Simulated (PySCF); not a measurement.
# A workflow on GeH2O2 (SMILES [OH][Ge][OH])

Aim: the energy along one coordinate (CCSD(T)/pcseg-1), then an energy scan (HF-D3(BJ)/6-31G*) of GeH2O2. 

The results are computed with PySCF 2.14.0.

## (1) The structure to begin with

GeH2O2 has 5 atoms, charge 0, and is taken as a singlet. SMILES: `[OH][Ge][OH]`. The shape is that of a PBE0-D4/def2-TZVP optimisation. This is one conformer, not always the lowest.

Bond lengths: O1–Ge2 1.790 Å, Ge2–O3 1.790 Å, O1–H4 0.961 Å, O3–H5 0.961 Å. Angles: O1–Ge2–O3 102.4°, Ge2–O1–H4 118.8°, Ge2–O3–H5 118.8°.

## (2) An energy scan at CCSD(T)/pcseg-1 (run 1)

input.py reads:

```python
# [OH][Ge][OH]
import numpy
from pyscf import gto, cc
from scipy.spatial.transform import Rotation

mol = gto.M(
    atom=[
    ('O', (-1.341000, -0.099500, -0.377400)),
    ('Ge', (-0.316400, -0.895800, 0.855300)),
    ('O', (1.281900, -0.142300, 0.570200)),
    ('H', (-0.940900, 0.550800, -0.961500)),
    ('H', (1.366400, 0.513200, -0.127900)),
],
    basis='pcseg-1',
    spin=0,
    verbose=3,
    max_memory=1860,
)

x0 = mol.atom_coords(unit='angstrom')
axis = x0[1] - x0[2]
r0 = -0.082  # dihedral 5-3-2-1 of the start, degrees
axis /= numpy.linalg.norm(axis)

scan, good = [], []
for r in [0, 30, 60, 90, 120, 150, 180]:
    xyz = x0.copy()
    xyz[[0, 1, 3]] = Rotation.from_rotvec(axis * numpy.radians(r - r0)).apply(x0[[0, 1, 3]] - x0[1]) + x0[1]
    mol.set_geom_(xyz, unit='angstrom')
    myscf = mol.RHF()
    myscf.kernel()
    mycc = cc.CCSD(myscf, frozen=11)
    mycc.kernel()
    e_t = mycc.ccsd_t()
    etot = mycc.e_tot + e_t
    scan.append((r, etot))
    good.append(myscf.converged and mycc.converged)
    print('dihedral = %.1f deg   E = %.8f Eh   converged: %s' % (r, etot, good[-1]))

e0 = min(e for r, e in scan)
print('angle   E - Emin (kcal/mol)')
for r, e in scan:
    print('%6.3f %10.3f' % (r, (e - e0) * 627.5095))
```

Launch:

```console
$ OMP_NUM_THREADS=1 python input.py
```

Output:

```text
converged SCF energy = -2225.97803741705
E(CCSD) = -2226.465239542323  E_corr = -0.4872021252755895
CCSD(T) correction = -0.0117596720338857
dihedral = 0.0 deg   E = -2226.47699921 Eh   converged: True
converged SCF energy = -2225.97653286029
E(CCSD) = -2226.463539305932  E_corr = -0.4870064456445221
CCSD(T) correction = -0.0117295478794652
dihedral = 30.0 deg   E = -2226.47526885 Eh   converged: True
converged SCF energy = -2225.97324090582
E(CCSD) = -2226.459830136398  E_corr = -0.4865892305751982
CCSD(T) correction = -0.011670872739808
dihedral = 60.0 deg   E = -2226.47150101 Eh   converged: True
converged SCF energy = -2225.97144460957
E(CCSD) = -2226.457850109684  E_corr = -0.4864055001110786
CCSD(T) correction = -0.0116569559303358
dihedral = 90.0 deg   E = -2226.46950707 Eh   converged: True
converged SCF energy = -2225.97338865891
E(CCSD) = -2226.460134539193  E_corr = -0.4867458802807414
CCSD(T) correction = -0.0117225646318662
dihedral = 120.0 deg   E = -2226.47185710 Eh   converged: True
converged SCF energy = -2225.97727265245
E(CCSD) = -2226.46450150183  E_corr = -0.4872288493816632
CCSD(T) correction = -0.0118027588537856
dihedral = 150.0 deg   E = -2226.47630426 Eh   converged: True
converged SCF energy = -2225.97919366683
E(CCSD) = -2226.466617269671  E_corr = -0.4874236028384585
CCSD(T) correction = -0.0118336612548515
dihedral = 180.0 deg   E = -2226.47845093 Eh   converged: True
angle   E - Emin (kcal/mol)
 0.000      0.911
30.000      1.997
60.000      4.361
90.000      5.612
120.000      4.138
150.000      1.347
180.000      0.000
```

It took 80 s on 1 thread of Intel Xeon at 2.50GHz (Skylake/Cascade Lake), shared host; peak memory 0.23 GiB.

The scan, from its lowest point:

```csv
H5–O3–Ge2–O1 (°),energy (kJ/mol)
0.000,3.8
30.000,8.4
60.000,18.2
90.000,23.5
120.000,17.3
150.000,5.6
180.000,0.0
```

## (3) An energy scan at HF-D3(BJ)/6-31G(d) (sfX2C, Cartesian functions) (run 2)

input.py reads:

```python
# [OH][Ge][OH]
import numpy
from pyscf import gto, scf
from scipy.spatial.transform import Rotation

mol = gto.M(
    atom=[
    ('O', (-1.341000, -0.099500, -0.377400)),
    ('Ge', (-0.316400, -0.895800, 0.855300)),
    ('O', (1.281900, -0.142300, 0.570200)),
    ('H', (-0.940900, 0.550800, -0.961500)),
    ('H', (1.366400, 0.513200, -0.127900)),
],
    spin=0,
    charge=0,
    cart=True,
    basis='6-31g*',
    max_memory=1860,
    verbose=3,
)

x0 = mol.atom_coords(unit='angstrom')
axis = x0[1] - x0[2]
r0 = -0.082  # dihedral 5-3-2-1 of the start, degrees
axis /= numpy.linalg.norm(axis)
dm = None
scan, good = [], []
for r in [0, 30, 60, 90, 120, 150, 180]:
    xyz = x0.copy()
    xyz[[0, 1, 3]] = Rotation.from_rotvec(axis * numpy.radians(r - r0)).apply(x0[[0, 1, 3]] - x0[1]) + x0[1]
    mol.set_geom_(xyz, unit='angstrom')
    mf = scf.RHF(mol)
    mf = mf.sfx2c1e()
    mf.disp = 'd3bj'
    mf.kernel(dm0=dm)
    dm = mf.make_rdm1()
    e_tot = mf.e_tot
    scan.append((r, e_tot))
    good.append(mf.converged)
    print('dihedral = %.1f deg   E = %.8f Eh   converged: %s' % (r, e_tot, good[-1]))

e0 = min(e for r, e in scan)
print('angle   E - Emin (kcal/mol)')
for r, e in scan:
    print('%6.3f %10.3f' % (r, (e - e0) * 627.5095))
```

Launch:

```console
$ OMP_NUM_THREADS=1 python input.py
```

Output:

```text
converged SCF energy = -2243.52191403694
dihedral = 0.0 deg   E = -2243.52191404 Eh   converged: True
converged SCF energy = -2243.52022447331
dihedral = 30.0 deg   E = -2243.52022447 Eh   converged: True
converged SCF energy = -2243.51657869251
dihedral = 60.0 deg   E = -2243.51657869 Eh   converged: True
converged SCF energy = -2243.51454995508
dihedral = 90.0 deg   E = -2243.51454996 Eh   converged: True
converged SCF energy = -2243.51634036663
dihedral = 120.0 deg   E = -2243.51634037 Eh   converged: True
converged SCF energy = -2243.5200638923
dihedral = 150.0 deg   E = -2243.52006389 Eh   converged: True
converged SCF energy = -2243.52190733217
dihedral = 180.0 deg   E = -2243.52190733 Eh   converged: True
angle   E - Emin (kcal/mol)
 0.000      0.000
30.000      1.060
60.000      3.348
90.000      4.621
120.000      3.498
150.000      1.161
180.000      0.004
```

Run time: 14 s. Hardware: 1 thread of Intel Xeon at 2.50GHz (Skylake/Cascade Lake), shared host; peak memory 0.15 GiB.

The scan, from its lowest point:

```csv
H5–O3–Ge2–O1 (°),energy (kJ/mol)
0.000,0.0
30.000,4.4
60.000,14.0
90.000,19.3
120.000,14.6
150.000,4.9
180.000,0.0
```
